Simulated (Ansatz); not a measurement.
Wanted: the native input for an Ansatz 0.2.0 run.

* Task: single point
* Functional: PBE
* Potentials or basis: all-electron LAPW, scalar-relativistic
* Cutoff: 182 eV (chosen from the basis error)
* Basis error allowed: 0.001 eV/atom
* k mesh: 7 × 7 × 7
* Occupations: fermi-dirac, width 0.05 eV
* Spin: no spin polarisation

The system is BiTe.

```xyz
2
Lattice="2.4227 1.3988 3.3173 -2.4227 1.3988 3.3173 0.0000 -2.7975 3.3173" Properties=species:S:1:pos:R:3 pbc="T T T"
Bi    0.0112    0.0128    4.9824
Te   -0.0312   -0.0106    0.0219
```

The cell comes from a database or a generator and needn't be the stable form of this composition.

The cell isn't the ideal one: atoms moved at random, drawn with an rms of 0.05 Å.

The input as run:

input.yaml

```yaml
crystal:
  lattice:
    - [2.4227077728, 1.3987509848, 3.3172919545]
    - [-2.4227077728, 1.3987509848, 3.3172919545]
    - [0.0, -2.7975019696, 3.3172919545]
  atoms:
    - { symbol: Bi, position: [0.504488, 0.499858, 0.497606] }
    - { symbol: Te, position: [-0.005495, 0.00737, 0.004728] }
kpoints:
  mp_grid: { grid: [7, 7, 7] }
scf:
  occupations: { method: fermi_dirac, width: 0.05 }
hamiltonian:
  xc: pbe
  pseudopotentials: { kind: all_electron, lapw: { basis_error: 0.001 } }
output:
  forces: true
  stress: true
  eigenvalues: true
  populations: true
```

Potentials or basis: all-electron LAPW, scalar-relativistic.

Run with:

```bash
$ ansatz run input.yaml --threads 1 --pin off --max-ram 3072MiB --backend cpu --events-out ev --progress --plain --runs-dir out
```

It gave:

```yaml
Pressure: 0.2 GPa
Largest_force: 0.095 eV/Å
Band_gap_on_the_k_mesh: none (metal or under the smearing width)
Loewdin_charges: Bi +0.15; Te -0.08 e
```

Caveat: spin-orbit coupling is left out, which moves the levels of the heavy elements.

Wall time 66 s on 1 thread of Intel(R) Xeon(R) Platinum 8488C (Sapphire Rapids), with other jobs on the host, peak memory 0.67 GiB.
